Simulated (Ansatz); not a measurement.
TaTe:

```
Ta Te
1.0
     3.42009    0.00000    0.00000
     0.00000    3.42009    0.00000
     0.00000    0.00000    3.42009
Ta Te
1 1
Direct
  0.50000 0.50000 0.50000
  0.00000 0.00000 0.00000
```

The cell was built by a generator and needn't be a form met in nature.

Base run:

* Program: Ansatz 0.2.0
* Functional: PBE
* Potentials or basis: Ansatz PAW
* Cutoff: 420 eV (not typed: the program's choice for these potentials)
* k mesh: 8 × 8 × 8
* Occupations: fermi-dirac, width 0.05 eV
* Spin: no spin polarisation
* Hubbard terms: Ta d U = 1 eV

Its results: band gap on the k mesh none (metal or under the smearing width); pressure 0.8 GPa.

Problem. The run is repeated on the same cell with these changes: hubbard terms from Ta d U = 1 eV to Ta d U = 8 eV. What comes out?

Solution. Band gap on the k mesh none (metal or under the smearing width); pressure 15.5 GPa.

Caveats: U without spin polarisation on a metal has little footing; the U is typed as a test and isn't derived for this compound; the density of states is complete only up to the lowest level of the last band computed.
